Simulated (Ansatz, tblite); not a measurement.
# The cluster Ca₁₂O₁₂: isomers side by side

The task here is to estimate one member of a computed series from the others.

The runs use Ansatz 0.2.0, Gaussian basis; relaxed with PBE-D4/def2-SVP, singlet.

1 further run of the same task is left out (set aside as unsound or not needed).

## Where the work starts

24 atoms, charge 0, spin multiplicity 1.

Atoms are counted from 1 here; the program's logs count them from 0.

Bond lengths: Ca1–O13 2.172 Å, Ca1–O15 2.164 Å, Ca1–O19 2.117 Å, Ca2–O13 2.198 Å, Ca2–O14 2.200 Å, Ca2–O16 2.329 Å, Ca2–O20 2.310 Å, Ca3–O13 2.272 Å, Ca3–O15 2.264 Å, Ca3–O16 2.167 Å, Ca3–O17 2.273 Å, Ca3–O21 2.367 Å, Ca4–O14 2.194 Å, Ca4–O16 2.163 Å, Ca4–O18 2.199 Å, Ca4–O22 2.375 Å, Ca5–O15 2.165 Å, Ca5–O17 2.172 Å and more. Angles: O13–Ca1–O15 92.8°, O13–Ca1–O19 90.0°, O15–Ca1–O19 92.5°, O13–Ca2–O14 172.7°, O13–Ca2–O16 89.8°, O13–Ca2–O20 90.4°, O14–Ca2–O16 84.9°, O14–Ca2–O20 84.4°, O16–Ca2–O20 87.0°, O13–Ca3–O15 87.6°, O13–Ca3–O16 92.1°, O13–Ca3–O17 172.5°, O13–Ca3–O21 86.9°, O15–Ca3–O16 174.1°, O15–Ca3–O17 87.6°, O15–Ca3–O21 85.7°, O16–Ca3–O17 92.1°, O16–Ca3–O21 88.4° and more.

The isomers as started, chosen beforehand: A: 2x3x4 CaO rock-salt block; B: 2x2x6 CaO rock-salt block. The structure above is A.

The first run:

Input file in.yaml:

```yaml
crystal:
  periodic: [false, false, false]
  atoms:
    - {symbol: Ca, position_ang: [-1.087450, -2.162910, -3.300280]}
    - {symbol: Ca, position_ang: [-1.177620, -2.327260, 1.065720]}
    - {symbol: Ca, position_ang: [-1.250380, 0.000140, -1.041110]}
    - {symbol: Ca, position_ang: [-1.217550, -0.001260, 3.282520]}
    - {symbol: Ca, position_ang: [-1.086480, 2.163300, -3.299320]}
    - {symbol: Ca, position_ang: [-1.175610, 2.327730, 1.065570]}
    - {symbol: Ca, position_ang: [1.174500, -2.329220, -1.065180]}
    - {symbol: Ca, position_ang: [1.086360, -2.163540, 3.298800]}
    - {symbol: Ca, position_ang: [1.218700, 0.001810, -3.281000]}
    - {symbol: Ca, position_ang: [1.250540, -0.000260, 1.040060]}
    - {symbol: Ca, position_ang: [1.175960, 2.328360, -1.065230]}
    - {symbol: Ca, position_ang: [1.088990, 2.162590, 3.298630]}
    - {symbol: O, position_ang: [-1.133020, -2.267290, -1.130960]}
    - {symbol: O, position_ang: [-1.029180, -2.187100, 3.256500]}
    - {symbol: O, position_ang: [-1.156830, -0.000350, -3.302950]}
    - {symbol: O, position_ang: [-1.117100, 0.000650, 1.121750]}
    - {symbol: O, position_ang: [-1.132530, 2.268000, -1.130800]}
    - {symbol: O, position_ang: [-1.025720, 2.189300, 3.256150]}
    - {symbol: O, position_ang: [1.028510, -2.188630, -3.255730]}
    - {symbol: O, position_ang: [1.130800, -2.268750, 1.130990]}
    - {symbol: O, position_ang: [1.115670, -0.000610, -1.121050]}
    - {symbol: O, position_ang: [1.157780, 0.000240, 3.302340]}
    - {symbol: O, position_ang: [1.029140, 2.187600, -3.255830]}
    - {symbol: O, position_ang: [1.132530, 2.267480, 1.130400]}
basis:
  gaussian: {orbitals: def2-SVP, fitting: {mean_field: def2-universal-jkfit}}
hamiltonian: {xc: pbe, dispersion: d4}
scf: {lower_state_search: "off"}
output: {orbitals: {seedname: orbitals}}
relax: {f_tol: 0.03, max_steps: 70}
```

Launch:

```
$ ansatz run in.yaml --threads 4 --pin off --events-out ev --progress --plain --max-ram 46080MiB --backend cuda --devices 0, --max-vram 37GiB
```

Among the steps run: Relaxing candidate A; Relaxing candidate B; Candidate B, PBE0-D4/def2-TZVP; Candidate B, PBE-D4/def2-TZVP; Candidate B, r2SCAN-D4/def2-TZVP; Candidate B, r2SCANh-D4/def2-TZVP; Candidate B, PBE-D4/def2-SVP; Candidate B, PBE0-D4/def2-SVP; Candidate B, HF/STO-3G; Candidate B, MP2/def2-SVP.

One of the session's tables, all rows but one given; the rest of the session is left out.

It belongs to the step «B against A». 

```
               level  B above A (eV)
            GFN1-xTB               ?
            GFN2-xTB          +1.654
           HF/STO-3G          +2.749
         HF/def2-SVP          +1.355
     PBE-D4/def2-SVP          +1.176
    PBE-D4/def2-TZVP          +1.044
 r2SCAN-D4/def2-TZVP          +1.239
r2SCANh-D4/def2-TZVP          +1.261
    PBE0-D4/def2-SVP          +1.296
   PBE0-D4/def2-TZVP          +1.163
        MP2/def2-SVP          +2.025
```

Q: Estimate the row for GFN1-xTB from the others.

The run gave: B above A (eV): +2.197. In the column «B above A (eV)» it lies between MP2/def2-SVP (+2.025) and HF/STO-3G (+2.749).

Limits of these values: Only singlets are compared; another spin may lie lower and prefer another shape.
